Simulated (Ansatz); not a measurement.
# HfIn4SiO6 (C2/m) in Ansatz: convergence with wavefunction cutoff

Aim: find how far wavefunction cutoff must go before the results for HfIn4SiO6 settle, at PBE. This setting moves, with any that are tied to it; all else stays.

Everything below comes from runs of Ansatz 0.2.0. Logs are shortened: lines on timing, memory, paths and dates and some standing lists are left out, and cuts for length are marked.

### Step 1. The crystal as given

Symmetry: C2/m, No. 12, monoclinic system. The conventional cell has a = 4.828 Å, b = 16.243 Å, c = 4.833 Å, α = 90.00°, β = 101.89°, γ = 90.00°. Around Hf (site symmetry 2/m) lie 6 O at 2.03 to 2.13 Å. In (site symmetry 2) has 2 O at 2.31 Å as nearest neighbours. In (site symmetry 2) has 2 O at 2.30 Å as nearest neighbours. Si (site symmetry 2/m) has 6 O at 1.72 to 1.89 Å as nearest neighbours. O (site symmetry m) is surrounded by 1 Si at 1.72 Å. O (site symmetry 1) is surrounded by 1 Si at 1.89 Å and 1 Hf at 2.13 Å.

The cell was built by a generator and needn't be a form met in nature.

### Step 2. With wavefunction cutoff 200 eV

Contents of input.yaml:

```yaml
crystal:
  lattice:
    - [2.41414, -8.12134, -8.0e-05]
    - [2.41414, 8.12134, -8.0e-05]
    - [-0.99593, 0.0, 4.72934]
  atoms:
    - { symbol: Hf, position: [0.0, 0.0, 0.0] }
    - { symbol: In, position: [0.66331, 0.33669, 0.0] }
    - { symbol: In, position: [0.16209, 0.83791, 0.5] }
    - { symbol: In, position: [0.33669, 0.66331, 0.0] }
    - { symbol: In, position: [0.83791, 0.16209, 0.5] }
    - { symbol: Si, position: [0.5, 0.5, 0.5] }
    - { symbol: O, position: [0.7303, 0.7303, 0.27048] }
    - { symbol: O, position: [0.2697, 0.2697, 0.72952] }
    - { symbol: O, position: [0.19567, 0.35702, 0.2761] }
    - { symbol: O, position: [0.64298, 0.80433, 0.7239] }
    - { symbol: O, position: [0.80433, 0.64298, 0.7239] }
    - { symbol: O, position: [0.35702, 0.19567, 0.2761] }
hamiltonian:
  xc: pbe
  pseudopotentials: { kind: paw }
kpoints:
  mp_grid: { grid: [4, 4, 4] }
scf:
  occupations: { method: fermi_dirac, width: 0.05 }
output:
  forces: true
  stress: true
  eigenvalues: true
basis:
  ecutwfc: "200 eV"
```

Potentials or basis: Ansatz PAW.

Run with:

```
$ ansatz run input.yaml --threads 8 --pin off --max-ram 20480MiB --backend cpu --events-out ev --progress --plain --runs-dir out
```

Run time: 1.2 s. Hardware: 8 threads of Arm Neoverse V2, shared host; peak memory 0.59 GiB.

What came out:

```yaml
Free_energy: -42083.9961 eV
Pressure: 0.9 GPa
Largest_force: 0.980 eV/Å
Band_gap_on_the_k_mesh: none (metal or under the smearing width)
```

### Step 3. With wavefunction cutoff 250 eV

input.yaml: that of step 2 with these lines changed.

```diff
@@ -30,2 +30,2 @@
 basis:
-  ecutwfc: "200 eV"
+  ecutwfc: "250 eV"
```

Potentials or basis: Ansatz PAW.

Run with:

```
$ ansatz run input.yaml --threads 8 --pin off --max-ram 20480MiB --backend cpu --events-out ev --progress --plain --runs-dir out
```

Run time: 1.7 s. Hardware: 8 threads of Arm Neoverse V2, shared host; peak memory 0.67 GiB.

Results:

```yaml
Free_energy: -42144.4339 eV
Pressure: -0.3 GPa
Largest_force: 0.340 eV/Å
Band_gap_on_the_k_mesh: 0.23 eV, direct
```

### Step 4. With wavefunction cutoff 300 eV

input.yaml: that of step 3 with these lines changed.

```diff
@@ -30,2 +30,2 @@
 basis:
-  ecutwfc: "250 eV"
+  ecutwfc: "300 eV"
```

Run with:

```
$ ansatz run input.yaml --threads 8 --pin off --max-ram 20480MiB --backend cpu --events-out ev --progress --plain --runs-dir out
```

It took 2.1 s on 8 threads of Arm Neoverse V2, shared host; peak memory 0.79 GiB.

What came out:

```yaml
Free_energy: -42156.8603 eV
Pressure: -0.2 GPa
Largest_force: 0.095 eV/Å
Band_gap_on_the_k_mesh: 0.26 eV, direct
```

### Step 5. With wavefunction cutoff 350 eV

input.yaml: that of step 4 with these lines changed.

```diff
@@ -30,2 +30,2 @@
 basis:
-  ecutwfc: "300 eV"
+  ecutwfc: "350 eV"
```

Run with:

```
$ ansatz run input.yaml --threads 8 --pin off --max-ram 20480MiB --backend cpu --events-out ev --progress --plain --runs-dir out
```

Wall time 2.2 s (8 threads of Arm Neoverse V2, shared host); peak memory 0.88 GiB.

Results:

```yaml
Free_energy: -42159.3071 eV
Pressure: 0.0 GPa
Largest_force: 0.075 eV/Å
Band_gap_on_the_k_mesh: 0.27 eV, direct
```

### Step 6. With wavefunction cutoff 400 eV

input.yaml: that of step 5 with these lines changed.

```diff
@@ -30,2 +30,2 @@
 basis:
-  ecutwfc: "350 eV"
+  ecutwfc: "400 eV"
```

Potentials or basis: Ansatz PAW.

Run with:

```
$ ansatz run input.yaml --threads 8 --pin off --max-ram 20480MiB --backend cpu --events-out ev --progress --plain --runs-dir out
```

It took 2.6 s on 8 threads of Arm Neoverse V2, shared host; peak memory 1 GiB.

It converged, with:

```
Free energy            : -42159.7985 eV
Pressure               : 0.1 GPa
Largest force          : 0.082 eV/Å
Band gap on the k mesh : 0.27 eV, direct
```

### Step 7. With wavefunction cutoff 450 eV

input.yaml: that of step 6 with these lines changed.

```diff
@@ -30,2 +30,2 @@
 basis:
-  ecutwfc: "400 eV"
+  ecutwfc: "450 eV"
```

Run with:

```
$ ansatz run input.yaml --threads 8 --pin off --max-ram 20480MiB --backend cpu --events-out ev --progress --plain --runs-dir out
```

Wall time 3.5 s (8 threads of Arm Neoverse V2, shared host); peak memory 1.1 GiB.

It converged, with:

```
Free energy            : -42159.8847 eV
Pressure               : 0.1 GPa
Largest force          : 0.087 eV/Å
Band gap on the k mesh : 0.27 eV, direct
```

### Step 8. With wavefunction cutoff 500 eV

input.yaml: that of step 7 with these lines changed.

```diff
@@ -30,2 +30,2 @@
 basis:
-  ecutwfc: "450 eV"
+  ecutwfc: "500 eV"
```

Run with:

```
$ ansatz run input.yaml --threads 8 --pin off --max-ram 20480MiB --backend cpu --events-out ev --progress --plain --runs-dir out
```

It took 4.2 s on 8 threads of Arm Neoverse V2, shared host; peak memory 1.3 GiB.

It converged, with:

```yaml
Free_energy: -42159.8935 eV
Pressure: 0.1 GPa
Largest_force: 0.087 eV/Å
Band_gap_on_the_k_mesh: 0.27 eV, direct
```

### Step 9. With wavefunction cutoff 600 eV

input.yaml: that of step 8 with these lines changed.

```diff
@@ -30,2 +30,2 @@
 basis:
-  ecutwfc: "500 eV"
+  ecutwfc: "600 eV"
```

Potentials or basis: Ansatz PAW.

Run with:

```
$ ansatz run input.yaml --threads 8 --pin off --max-ram 20480MiB --backend cpu --events-out ev --progress --plain --runs-dir out
```

It took 5.4 s on 8 threads of Arm Neoverse V2, shared host; peak memory 1.5 GiB.

It converged, with:

| Quantity | Value |
| --- | --- |
| Free energy | -42159.8985 eV |
| Pressure | 0.1 GPa |
| Largest force | 0.088 eV/Å |
| Band gap on the k mesh | 0.27 eV, direct |

### Step 10. With wavefunction cutoff 800 eV

input.yaml: that of step 9 with these lines changed.

```diff
@@ -30,2 +30,2 @@
 basis:
-  ecutwfc: "600 eV"
+  ecutwfc: "800 eV"
```

Potentials or basis: Ansatz PAW.

Run with:

```
$ ansatz run input.yaml --threads 8 --pin off --max-ram 20480MiB --backend cpu --events-out ev --progress --plain --runs-dir out
```

Standard output:

```text
Warning: RAYON_NUM_THREADS=8 ignored (pool sized by the plan → 8); use --threads N
Engine: ansatz 0.2.0, aarch64-unknown-linux-gnu
Pseudopotentials: kind: paw
Pseudopotential: Hf, paw, valence charge 26, recommended cutoff 420 eV (normal), Hf.paw.azcp
Pseudopotential: In, paw, valence charge 13, recommended cutoff 420 eV (normal), In.paw.azcp
Pseudopotential: Si, paw, valence charge 4, recommended cutoff 420 eV (normal), Si.paw.azcp
Pseudopotential: O, paw, valence charge 6, recommended cutoff 420 eV (normal), O.paw.azcp
[... 70 lines left out ...]
  atom  12  O     -0.01472638    -0.02974901    -0.01022112
  max |Σ_I F_I| component: 3.12e-17 eV/Å
--- Stress (GPa, compression-positive) ---
       -0.092065      -0.000000      -0.551464
       -0.000000       0.548947      -0.000000
       -0.551462      -0.000000      -0.315322
  P = ⅓ Tr σ = 0.0472 GPa (0.472 kbar)
--- Band table (eV; the first three rows and the last of 24) ---
  k-point 0: bands = ["-51.6740", "-20.5752", "-20.4953", "-20.4505", "-9.9145", "-8.3720", "-8.2592", "-8.2121", "-7.5548", "-7.4473", "-4.1933", "-4.1791", "-4.0327", "-4.0298", "-4.0008", "-3.9802", "-3.9770", "-3.9303", "-3.8901", "-3.8832", "-3.7959", "-3.7924", "-3.7660", "-3.7303", "-3.7253", "-3.7099", "-3.6660", "-3.6474", "-3.5933", "-3.5903", "-1.5650", "-1.5642", "-1.5444", "-1.5108", "-1.5074", "-1.4581", "-1.4541", "1.2194", "3.2541", "3.7563", "4.2685", "4.3583", "4.7278", "5.1750", "5.3122", "5.4914", "6.0127", "6.0733", "6.0814", "6.4174", "6.7074", "7.1544", "7.2935", "7.5596", "8.0349", "8.9566", "9.6857", "10.0114", "10.5707", "10.8375", "10.8728", "11.3201", "13.3641", "14.6068", "14.6475", "14.9701", "15.0189", "15.4587", "15.9106", "16.1483"]
  k-point 1: bands = ["-51.6740", "-20.5747", "-20.4979", "-20.4527", "-9.7058", "-8.5155", "-8.4703", "-8.0541", "-7.8127", "-7.2408", "-4.1130", "-4.0976", "-3.9851", "-3.9846", "-3.9731", "-3.9508", "-3.9494", "-3.8810", "-3.8724", "-3.8596", "-3.8180", "-3.8083", "-3.7964", "-3.7741", "-3.7591", "-3.7549", "-3.7413", "-3.7322", "-3.6346", "-3.6183", "-1.5705", "-1.5624", "-1.5438", "-1.5075", "-1.5040", "-1.4692", "-1.4555", "1.6292", "3.2939", "4.0344", "4.1498", "4.2168", "4.4779", "4.4936", "4.9450", "5.6024", "5.9664", "6.1492", "6.2732", "6.8294", "6.8525", "7.3089", "7.4265", "7.6467", "7.7176", "8.5121", "8.8530", "9.5102", "9.8996", "12.0515", "12.0678", "12.8026", "13.7262", "13.8177", "14.1382", "14.3832", "14.5985", "15.1112", "16.3582", "16.6122"]
  k-point 2: bands = ["-51.6740", "-20.5743", "-20.5009", "-20.4545", "-9.3626", "-8.8009", "-8.5943", "-7.9959", "-7.9606", "-7.1223", "-3.9501", "-3.9474", "-3.9362", "-3.9356", "-3.9062", "-3.8952", "-3.8815", "-3.8780", "-3.8731", "-3.8675", "-3.8571", "-3.8512", "-3.8412", "-3.8321", "-3.8280", "-3.8175", "-3.7613", "-3.7531", "-3.7418", "-3.7393", "-1.5778", "-1.5609", "-1.5415", "-1.5072", "-1.4966", "-1.4772", "-1.4560", "2.2689", "3.1330", "3.6106", "3.9101", "4.2814", "4.4864", "4.7789", "4.9602", "5.3114", "5.8464", "5.9193", "6.0606", "6.8374", "6.9360", "7.3609", "7.3948", "7.9052", "8.1264", "8.2981", "8.4699", "9.4609", "9.4962", "12.7780", "13.1450", "13.1782", "13.4084", "13.8385", "13.9597", "14.4067", "14.7778", "15.2210", "16.1213", "16.1232"]
  k-point 23: bands = ["-51.6740", "-20.5743", "-20.5009", "-20.4545", "-9.3622", "-8.8006", "-8.5948", "-7.9959", "-7.9607", "-7.1225", "-3.9496", "-3.9456", "-3.9344", "-3.9315", "-3.9026", "-3.8981", "-3.8841", "-3.8720", "-3.8653", "-3.8631", "-3.8509", "-3.8509", "-3.8415", "-3.8384", "-3.8315", "-3.8292", "-3.7906", "-3.7572", "-3.7482", "-3.7117", "-1.5779", "-1.5611", "-1.5415", "-1.5072", "-1.4969", "-1.4772", "-1.4558", "2.3479", "3.4419", "3.6165", "3.7613", "3.8031", "4.3621", "4.8799", "5.1067", "5.5327", "5.6986", "5.7749", "5.8384", "7.0153", "7.0416", "7.6017", "7.9192", "8.0310", "8.0472", "8.1717", "8.3311", "8.9811", "9.3047", "12.7444", "13.3547", "13.5001", "13.8090", "13.9206", "14.0580", "14.2430", "14.7566", "14.8638", "15.9877", "16.4966"]
```

It took 8.5 s on 8 threads of Arm Neoverse V2, shared host; peak memory 2.1 GiB.

Results:

```
Free energy            : -42159.9024 eV
Pressure               : 0.0 GPa
Largest force          : 0.088 eV/Å
Band gap on the k mesh : 0.27 eV, direct
```

### Step 11. Summary

| wavefunction cutoff | energy less the tightest run, at zero smearing (meV/atom) | pressure (GPa) | largest force (eV/Å) | gap on the mesh (eV) | SCF cycles | CPU time (s) | peak memory (GiB) |
| --- | --- | --- | --- | --- | --- | --- | --- |
| 200 eV | 6325.91 | 0.89 | 0.980 | 0.000 | 8 | 8 | 0.59 |
| 250 eV | 1289.08 | -0.28 | 0.340 | 0.235 | 9 | 12 | 0.67 |
| 300 eV | 253.51 | -0.22 | 0.095 | 0.265 | 9 | 15 | 0.79 |
| 350 eV | 49.61 | -0.02 | 0.075 | 0.266 | 8 | 15 | 0.88 |
| 400 eV | 8.65 | 0.06 | 0.082 | 0.267 | 8 | 18 | 1 |
| 450 eV | 1.48 | 0.06 | 0.087 | 0.267 | 9 | 25 | 1.1 |
| 500 eV | 0.74 | 0.06 | 0.087 | 0.267 | 9 | 31 | 1.3 |
| 600 eV | 0.32 | 0.05 | 0.088 | 0.267 | 9 | 40 | 1.5 |
| 800 eV | 0.00 | 0.05 | 0.088 | 0.267 | 9 | 64 | 2.1 |

Against the tightest run, the energy stays within 1 meV/atom from 500 eV on; the pressure stays within 0.1 GPa from 350 eV on; the largest force stays within 0.005 eV/Å from 450 eV on; the gap on the mesh stays within 0.01 eV from 300 eV on. The tightest run that finished is the yardstick and may itself not be fully converged.

Caveats: spin-orbit coupling is left out, which moves the levels of the heavy elements.
